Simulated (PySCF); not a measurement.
# C₄H₁₀OSSi: electronic excitations

Wanted: the electronic excitations of C₄H₁₀OSSi (`C=C[SiH2]OCSC`), by calculation.

The runs use PySCF 2.14.0, with density-fitted response routines of our own; the level of theory stands in each step. All values are computed, except where a source is named. Atoms count from 0, in the outputs and in this text.

### Step 1. The molecule as given

17 atoms, charge 0, multiplicity 1; geometry from: GFN2-xTB.

Bonds of the start (Å): C0–C1 1.32, C1–Si2 1.88, Si2–O3 1.63, O3–C4 1.37, C4–S5 1.82, S5–C6 1.82, C0–H7 1.08, C0–H8 1.08, C1–H9 1.08, Si2–H10 1.47, Si2–H11 1.47, C4–H12 1.10, C4–H13 1.09, C6–H14 1.09, C6–H15 1.08, C6–H16 1.09.

### Step 2. Ultraviolet spectrum: CAM-B3LYP/def2-SVPD

The job: settings as JSON, then the geometry in Å.

```
{"job": {"kind": "uv", "xc": "CAM-B3LYP", "basis": "def2-SVPD", "nstates": 8, "ntriplets": 3}, "charge": 0, "multiplicity": 1}
C     -3.046992     0.997451     1.197235
C     -2.560422     0.717909    -0.000887
Si    -0.734382     0.541635    -0.395940
O     -0.330665    -0.826834     0.388467
C      0.850559    -1.512244     0.500896
S      2.305060    -0.485832     0.894606
C      2.880154    -0.076694    -0.779283
H     -4.105098     1.107006     1.384600
H     -2.403932     1.124730     2.052874
H     -3.254378     0.612905    -0.824988
H      0.052192     1.682177     0.081513
H     -0.514323     0.377555    -1.842154
H      1.086693    -2.050254    -0.423640
H      0.758631    -2.219547     1.329909
H      3.158928    -0.990948    -1.296223
H      3.750142     0.560250    -0.659238
H      2.100835     0.452766    -1.318735
```

Level: TDDFT CAM-B3LYP/def2-SVPD, vertical, gas phase, core orbitals frozen in the response.

Started as:

```sh
> OMP_NUM_THREADS=1 python probes_run.py task.json out
```

This one command runs all jobs of the session in turn.

Predict these results of the whole session: lowest singlet (CAM-B3LYP/def2-SVPD); brightest single state of those computed; lowest triplet.

As calculated:

| quantity | value |
| --- | --- |
| lowest singlet (CAM-B3LYP/def2-SVPD) | 5.69 eV (218 nm), f = 0.001 |
| brightest single state of those computed | state 7, 7.17 eV, f = 0.238 |
| lowest triplet | 4.22 eV |

What this shows: The first singlet state (HOMO→LUMO+1 0.71, HOMO→LUMO+11 0.08) lies at 5.69 eV and is dark; of the 8 states computed, the strongest absorption comes from state 7 at 7.17 eV. The lowest triplet lies 1.47 eV below the lowest singlet (triplets in Tamm-Dancoff, singlets in full TDDFT).
